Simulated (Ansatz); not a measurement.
# AsF (triplet): wave-function methods side by side, aug-cc-pVDZ

Aim: climb from Hartree-Fock through coupled cluster and multireference methods for AsF (triplet) at one geometry and basis, and see what each rung misses.

Computed with Ansatz 0.2.0, Gaussian basis. Level: aug-cc-pVDZ, core rule «outside noble gas», up to 15 orbitals frozen.

Plan: UHF; CCSD(T) on ROHF; CCSD(T) on UHF; BCCD(T) on ROHF; CISD as a restricted active space (open shells left free, so some higher excitations enter); CCSDT(Q) on ROHF; CCSDT(Q) on UHF; CASSCF and MRCISD+Q, 12 electrons in 8 orbitals; CASSCF and NEVPT2, 12 electrons in 8 orbitals.

15 further runs of the same task are left out: 6 that didn't finish, 9 set aside as unsound or not needed. Runs told in other sessions of the task aren't counted.

## (1) The geometry

The geometry is a PBE0/def2-TZVPD stationary point (not a proven minimum) of the parent state, kept for this charge and spin. No spin-orbit coupling is included. The filled d shell of As may be among the frozen orbitals whatever the setting's name suggests.

2 atoms, charge 0, spin multiplicity 3.

Atoms are counted from 1 here; the program's logs count them from 0.

Bond lengths: F1–As2 1.847 Å.

## (2) UHF

Input file in.yaml:

```yaml
crystal:
  periodic: [false, false, false]
  atoms:
    - {symbol: F, position_ang: [0.000000, 0.000000, 0.000000]}
    - {symbol: As, position_ang: [0.000000, 0.000000, 1.847000]}
basis:
  gaussian: {orbitals: aug-cc-pVDZ}
magnetization: {spin_polarized: true, initial_magnetization: 2}
hamiltonian: {xc: hf}
output: {orbitals: {seedname: orbitals}}
```

The run is started by

```sh
> ansatz run in.yaml --threads 1 --pin off --events-out ev --progress --plain --max-ram 2393MiB
```

The runs that follow: CCSD(T) on ROHF; CCSD(T) on UHF; BCCD(T) on ROHF; CISD as a restricted active space (open shells left free, so some higher excitations enter); CCSDT(Q) on ROHF; CCSDT(Q) on UHF; CASSCF and MRCISD+Q, 12 electrons in 8 orbitals; CASSCF and NEVPT2, 12 electrons in 8 orbitals.

**Question.** What will the summary of the whole plan be? Wanted: UCCSDT(Q) from the RHF energy; RMP2 from UCCSDT(Q); UMP2 from UCCSDT(Q); RCCSD from UCCSDT(Q); RCCSD(T) from UCCSDT(Q); UCCSD(T) from UCCSDT(Q); RCCSDT(Q) from UCCSDT(Q); NEVPT2 valence from UCCSDT(Q); MRCISD+Q valence from UCCSDT(Q).

The runs gave:

```
                         quantity                                         value
    UCCSDT(Q) from the ROHF energy                                    -8.5045 eV
              RMP2 from UCCSDT(Q)                               +13.96 kcal/mol
              UMP2 from UCCSDT(Q)                               +14.17 kcal/mol
             RCCSD from UCCSDT(Q)                                +6.56 kcal/mol
          RCCSD(T) from UCCSDT(Q)                                +1.07 kcal/mol
          UCCSD(T) from UCCSDT(Q)                                +0.90 kcal/mol
         RCCSDT(Q) from UCCSDT(Q)                                +0.33 kcal/mol
    NEVPT2 valence from UCCSDT(Q)                               +28.17 kcal/mol
  MRCISD+Q valence from UCCSDT(Q)                                +2.94 kcal/mol
levels within 1 kcal/mol (43 meV)  UCCSD(T), BCCD(T), RCCSDT, UCCSDT, RCCSDT(Q)
                    T1 diagnostic                                         0.023
   effectively unpaired electrons                                          2.01
```

What this shows: RCCSD(T) misses by +1.07 kcal/mol, 0.5 % of the correlation energy. One determinant dominates. Of the multireference levels listed MRCISD+Q valence comes nearest in total energy (+2.94 kcal/mol), which doesn't show that its space is the better one. These misses are within one basis, not against nature; the frozen cores of restricted and unrestricted runs differ, which can shift their rows.

With open shells the CI space here admits some higher excitations, so it is larger than plain CISD.
